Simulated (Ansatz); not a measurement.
**ZnHF: functionals against CCSD(T) at one geometry**

One table from this session's results is given with a row withheld; the runs are named, their logs left out.

Program: Ansatz 0.2.0, Gaussian basis. Level of theory: single points in def2-TZVPP. These are calculated values, not measurements.

Cores are frozen in the correlated methods. The 3s and 3p shells of Cu and Zn are frozen; filled d shells are correlated. B3LYP uses VWN-RPA correlation.

### The starting structure

SMILES `[F][ZnH]`, 3 atoms, charge 0, spin multiplicity 1.

Atoms are counted from 1 here; the program's logs count them from 0.

Bond lengths: F1–Zn2 1.552 Å, Zn2–H3 1.531 Å. Angles: F1–Zn2–H3 167.6°.

As a file:

```mol
FHZn
  3D, bonds by distance, orders not assigned

  3  2  0  0  0  0  0  0  0  0999 V2000
   -1.2539    0.7944   -0.4859 F   0  0
   -0.0392   -0.0512   -0.0191 Zn  0  0
    1.1243   -0.7138    0.7226 H   0  0
  1  2  8  0
  2  3  8  0
M  END
```

Set-up of the first run:

Contents of run/in.yaml:

```yaml
crystal:
  periodic: [false, false, false]
  atoms:
    - {symbol: F, position_ang: [-1.253900, 0.794400, -0.485900]}
    - {symbol: Zn, position_ang: [-0.039200, -0.051200, -0.019100]}
    - {symbol: H, position_ang: [1.124300, -0.713800, 0.722600]}
basis:
  gaussian: {orbitals: def2-TZVPP}
correlation: {method: ccsd_t, frozen_orbitals: {F: 1, H: 0, Zn: 9}}
output: {forces: true}
```

No record of the launch command was kept for these runs.

Steps of the session up to this table: CCSD(T)/def2-TZVPP; PBE0-D4/def2-TZVPP; wB97M-V/def2-TZVPP; r2SCAN-D4/def2-TZVPP; PBE-D4/def2-TZVPP; B3LYP-D4/def2-TZVPP; B97M-V/def2-TZVPP.

One of the session's tables, all rows but one given; the rest of the session is left out.

```
   method  RMS force component (eV/Å)  angle to CCSD(T) forces (°)  dipole (D)
  CCSD(T)                       4.096                    reference        1.29
  PBE0-D4                       4.059                          0.4        1.32
  wB97M-V                       4.184                          0.1        1.29
r2SCAN-D4                       4.019                          1.0        1.26
   PBE-D4                           ?                            ?           ?
 B3LYP-D4                       4.218                          0.4        1.33
   B97M-V                       3.912                          0.6        1.15
```

Q: Estimate the row for PBE-D4 from the others.

**Answer.** RMS force component (eV/Å): 4.179; angle to CCSD(T) forces (°): 0.4; dipole (D): 1.21. In the column «RMS force component (eV/Å)» it lies between CCSD(T) (4.096) and wB97M-V (4.184).
